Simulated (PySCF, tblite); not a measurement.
**C5H7NS: a rotation path, then NMR shifts on frames**

How do NMR shifts of C5H7NS (`CNc1cccs1`) change as the atoms move?

The runs use tblite 0.8.0 and PySCF 2.14.0, with density-fitted response routines of our own; the level of theory stands in each step. All values are computed, except where a source is named. Atoms are numbered from 0 throughout.

### 1 Starting geometry

14 atoms, charge 0, multiplicity 1; geometry from: GFN2-xTB.

Bonds of the start (Å): C0–N1 1.44, N1–C2 1.38, C2–C3 1.36, C3–C4 1.42, C4–C5 1.35, C5–S6 1.73, S6–C2 1.74, C0–H7 1.09, C0–H8 1.09, C0–H9 1.10, N1–H10 1.01, C3–H11 1.07, C4–H12 1.08, C5–H13 1.07.

### 2 A band between two rotamers with GFN2-xTB

The job: settings as JSON, then the geometry in Å.

```
{"job": {"kind": "neb", "xc": "GFN2-xTB", "basis": "xTB", "atoms": [6, 2, 1, 0], "turn": 180}, "charge": 0, "multiplicity": 1}
C     -2.269095     0.388824     0.405187
N     -1.320058    -0.578135    -0.093961
C      0.014400    -0.424191     0.200270
C      0.693832     0.691170     0.595619
C      2.086201     0.466581     0.714129
C      2.454554    -0.800145     0.418331
S      1.092701    -1.774922    -0.020930
H     -3.259865     0.123294     0.042990
H     -2.009484     1.372788     0.015982
H     -2.289710     0.441030     1.501046
H     -1.638456    -1.536129    -0.064634
H      0.231939     1.640236     0.793522
H      2.782190     1.230444     1.013283
H      3.430175    -1.241317     0.417176
```

Method: GFN2-xTB climbing-image nudged elastic band, gas phase.

Run with:

```sh
$ OMP_NUM_THREADS=1 python probes_run.py task.json out
```

The driver reads the jobs from task.json and runs them one after another.

Output:

```text
image   E - E0 / eV
  0       0.0000
  1       0.0336
  2       0.1334
  3       0.2343
  4       0.2521
  5       0.1847
  6       0.0924
  7       0.0195
  8      -0.0182
```

Wall time 1.6 s (1 thread of AMD EPYC 9R45, shared host); peak memory 0.19 GiB.

The final band, with the dihedral S6–C2–N1–C0:

| image | dihedral (°) | energy (eV) | energy (kcal/mol) |
| --- | --- | --- | --- |
| 0 | 164 | 0.000 | 0.0 |
| 1 | 187 | 0.034 | 0.8 |
| 2 | 209 | 0.133 | 3.1 |
| 3 | 228 | 0.234 | 5.4 |
| 4 | 248 | 0.252 | 5.8 |
| 5 | 271 | 0.185 | 4.3 |
| 6 | 293 | 0.092 | 2.1 |
| 7 | 316 | 0.020 | 0.5 |
| 8 | 342 | -0.018 | -0.4 |

### 3 NMR shieldings: image 0, PBE0/pcSseg-1

The job: settings as JSON, then the geometry in Å.

```
{"job": {"kind": "nmr", "xc": "PBE0", "basis": "pcSseg-1", "pop": false}, "charge": 0, "multiplicity": 1}
C     -2.269100     0.388800     0.405200
N     -1.320100    -0.578100    -0.094000
C      0.014400    -0.424200     0.200300
C      0.693800     0.691200     0.595600
C      2.086200     0.466600     0.714100
C      2.454600    -0.800100     0.418300
S      1.092700    -1.774900    -0.020900
H     -3.259900     0.123300     0.043000
H     -2.009500     1.372800     0.016000
H     -2.289700     0.441000     1.501000
H     -1.638500    -1.536100    -0.064600
H      0.231900     1.640200     0.793500
H      2.782200     1.230400     1.013300
H      3.430200    -1.241300     0.417200
```

Level: GIAO PBE0/pcSseg-1 NMR shielding, non-relativistic, gas phase.

Output:

```text
coarse grid: 12456 points
cycle   1  E = -647.0949889527  dE =  1.248e+00  |g| = 4.081e-01  |ddm| = 3.654e+00
cycle   2  E = -647.0575096378  dE =  3.748e-02  |g| = 5.530e-01  |ddm| = 9.572e-01
cycle   3  E = -647.1368237158  dE = -7.931e-02  |g| = 1.041e-01  |ddm| = 6.446e-01
cycle   4  E = -647.1395431976  dE = -2.719e-03  |g| = 3.553e-02  |ddm| = 1.451e-01
cycle   5  E = -647.1398041767  dE = -2.610e-04  |g| = 1.253e-02  |ddm| = 4.319e-02
cycle   6  E = -647.1398419107  dE = -3.773e-05  |g| = 4.134e-03  |ddm| = 1.815e-02
cycle   7  E = -647.1398456847  dE = -3.774e-06  |g| = 1.574e-03  |ddm| = 4.834e-03
final grid: 116384 points
cycle   8  E = -647.1821825840  dE = -2.766e-05  |g| = 9.799e-03  |ddm| = 3.593e-02
cycle   9  E = -647.1821636798  dE =  1.890e-05  |g| = 1.302e-02  |ddm| = 2.099e-02
cycle  10  E = -647.1822062664  dE = -4.259e-05  |g| = 8.265e-04  |ddm| = 1.323e-02
cycle  11  E = -647.1822064440  dE = -1.776e-07  |g| = 3.345e-04  |ddm| = 1.370e-03
cycle  12  E = -647.1822064711  dE = -2.705e-08  |g| = 1.102e-04  |ddm| = 4.026e-04
cycle  13  E = -647.1822064736  dE = -2.565e-09  |g| = 3.415e-05  |ddm| = 1.067e-04
cycle  14  E = -647.1822064739  dE = -2.523e-10  |g| = 9.607e-06  |ddm| = 3.858e-05
converged SCF energy = -647.1822064739

GIAO shielding tensors (ppm)
atom      isotropic    diamagn.    paramagn.     s11        s22        s33       span
  0 C      152.622     244.802     -92.180    127.474    145.620    184.772     57.298
  1 N      192.652     323.711    -131.059    142.915    188.080    246.961    104.047
  2 C       22.862     256.391    -233.529    -42.477      8.173    102.889    145.366
  3 C       85.190     251.847    -166.657     25.524     71.121    158.925    133.401
  4 C       55.801     251.662    -195.861    -28.000     46.597    148.804    176.804
  5 C       72.304     261.309    -189.005    -14.900     92.029    139.783    154.683
  6 S      316.696    1056.805    -740.109    181.466    357.993    410.630    229.165
  7 H       28.755      27.710       1.045     23.910     26.921     35.432     11.522
  8 H       28.655      29.891      -1.235     24.622     26.705     34.639     10.017
  9 H       28.922      28.655       0.267     24.772     26.621     35.373     10.601
 10 H       28.518      33.506      -4.989     18.112     31.042     36.399     18.287
 11 H       25.866      32.621      -6.755     21.923     26.358     29.315      7.392
 12 H       24.957      29.926      -4.970     22.180     24.727     27.963      5.784
 13 H       25.583      30.701      -5.118     22.364     25.479     28.907      6.542
```

Run time: 8.2 s. Hardware: 1 thread of AMD EPYC 9R45, shared host; peak memory 0.74 GiB.

Shifts follow as δ = σ(reference) − σ, with reference shieldings (ppm) from runs at the same level and on the same kind of geometry: 1H TMS 31.72, 13C TMS 186.9, 15N NH3 267.7, 33S CS2 504. The references are single molecules in the gas phase, so shifts against H2O, NH3, PH3, H3PO4 or CFCl3 are not on the usual liquid scales and can be off by tens of ppm. Each atom is listed at this fixed geometry, with no averaging over motion; a spectrum would average atoms that exchange fast.

| atoms | environment | σ (ppm) | δ (ppm) |
| --- | --- | --- | --- |
| C2 | aromatic carbon bearing nitrogen | 22.9 | 164.1 |
| C4 | aromatic CH | 55.8 | 131.1 |
| C5 | aromatic CH next to the ring sulfur | 72.3 | 114.6 |
| C3 | aromatic CH | 85.2 | 101.7 |
| C0 | methyl carbon bonded to N | 152.6 | 34.3 |
| H12 | hydrogen on an aromatic CH | 24.96 | 6.76 |
| H13 | hydrogen on an aromatic CH next to the ring sulfur | 25.58 | 6.13 |
| H11 | hydrogen on an aromatic CH | 25.87 | 5.85 |
| H10 | hydrogen on an aniline-type nitrogen | 28.52 | 3.20 |
| H8 | hydrogen on a methyl carbon bonded to N | 28.66 | 3.06 |
| H7 | hydrogen on a methyl carbon bonded to N | 28.75 | 2.96 |
| H9 | hydrogen on a methyl carbon bonded to N | 28.92 | 2.80 |
| N1 | aniline-type nitrogen | 192.7 | 75.1 |
| S6 | aromatic ring sulfur | 317 | 187 |

Ring of atoms C2, C3, C4, C5, S6: NICS(0) -11.5, NICS(1) -9.4, NICS(1)zz -20.9 ppm (means of both faces).

### 4 Shielding tensors: image 2, PBE0/pcSseg-1

The job: settings as JSON, then the geometry in Å.

```
{"job": {"kind": "nmr", "xc": "PBE0", "basis": "pcSseg-1", "pop": false}, "charge": 0, "multiplicity": 1}
C     -2.224900     0.439600     0.172400
N     -1.354100    -0.711400     0.165900
C     -0.000600    -0.511100     0.359500
C      0.659300     0.532600     0.934100
C      2.065300     0.427600     0.821000
C      2.462000    -0.685400     0.162400
S      1.122500    -1.644300    -0.356900
H     -3.241000     0.108800    -0.031400
H     -1.906800     1.106200    -0.630200
H     -2.219700     1.000900     1.114300
H     -1.733100    -1.537400     0.606100
H      0.166900     1.336800     1.451100
H      2.747000     1.150800     1.233900
H      3.456500    -1.014200    -0.064300
```

Method: GIAO PBE0/pcSseg-1 NMR shielding, non-relativistic, gas phase.

Output:

```text
coarse grid: 12456 points
cycle   1  E = -647.0956432340  dE =  1.236e+00  |g| = 3.949e-01  |ddm| = 3.647e+00
cycle   2  E = -647.0676654119  dE =  2.798e-02  |g| = 5.130e-01  |ddm| = 8.621e-01
cycle   3  E = -647.1342401115  dE = -6.657e-02  |g| = 1.024e-01  |ddm| = 5.785e-01
cycle   4  E = -647.1369813046  dE = -2.741e-03  |g| = 3.409e-02  |ddm| = 1.516e-01
cycle   5  E = -647.1372279226  dE = -2.466e-04  |g| = 1.157e-02  |ddm| = 4.070e-02
cycle   6  E = -647.1372587703  dE = -3.085e-05  |g| = 4.058e-03  |ddm| = 1.686e-02
cycle   7  E = -647.1372623893  dE = -3.619e-06  |g| = 1.485e-03  |ddm| = 4.839e-03
final grid: 116384 points
cycle   8  E = -647.1795464244  dE = -2.386e-05  |g| = 9.553e-03  |ddm| = 3.086e-02
cycle   9  E = -647.1795270940  dE =  1.933e-05  |g| = 1.284e-02  |ddm| = 2.058e-02
cycle  10  E = -647.1795687976  dE = -4.170e-05  |g| = 1.067e-03  |ddm| = 1.334e-02
cycle  11  E = -647.1795691075  dE = -3.100e-07  |g| = 3.905e-04  |ddm| = 1.672e-03
cycle  12  E = -647.1795691439  dE = -3.635e-08  |g| = 1.065e-04  |ddm| = 4.289e-04
cycle  13  E = -647.1795691462  dE = -2.358e-09  |g| = 3.310e-05  |ddm| = 1.055e-04
cycle  14  E = -647.1795691464  dE = -2.183e-10  |g| = 1.461e-05  |ddm| = 4.003e-05
converged SCF energy = -647.1795691464

GIAO shielding tensors (ppm)
atom      isotropic    diamagn.    paramagn.     s11        s22        s33       span
  0 C      150.907     244.900     -93.993    130.724    137.219    184.777     54.053
  1 N      213.602     323.662    -110.061    152.829    230.584    257.391    104.562
  2 C       20.613     255.344    -234.731    -43.855     14.497     91.198    135.054
  3 C       73.675     251.644    -177.969      1.214     56.433    163.378    162.164
  4 C       57.508     252.450    -194.941    -26.298     47.710    151.113    177.411
  5 C       63.304     261.339    -198.035    -25.997     69.419    146.489    172.486
  6 S      288.092    1056.535    -768.443    134.326    313.245    416.707    282.381
  7 H       28.765      27.872       0.894     23.981     26.882     35.433     11.452
  8 H       28.937      29.799      -0.862     25.014     26.957     34.840      9.826
  9 H       28.543      29.234      -0.690     23.859     26.694     35.077     11.219
 10 H       29.346      32.651      -3.305     19.469     29.660     38.908     19.439
 11 H       25.353      32.298      -6.945     21.667     25.355     29.038      7.371
 12 H       24.863      30.015      -5.152     21.993     24.768     27.828      5.834
 13 H       25.220      30.553      -5.333     21.941     25.291     28.428      6.486
```

Wall time 8.1 s (1 thread of AMD EPYC 9R45, shared host); peak memory 0.76 GiB.

Key values: δ C2 166.3, C4 129.4, C5 123.6, C3 113.2, H12 6.85, H13 6.50 ppm.

[end of part 1 of 2]
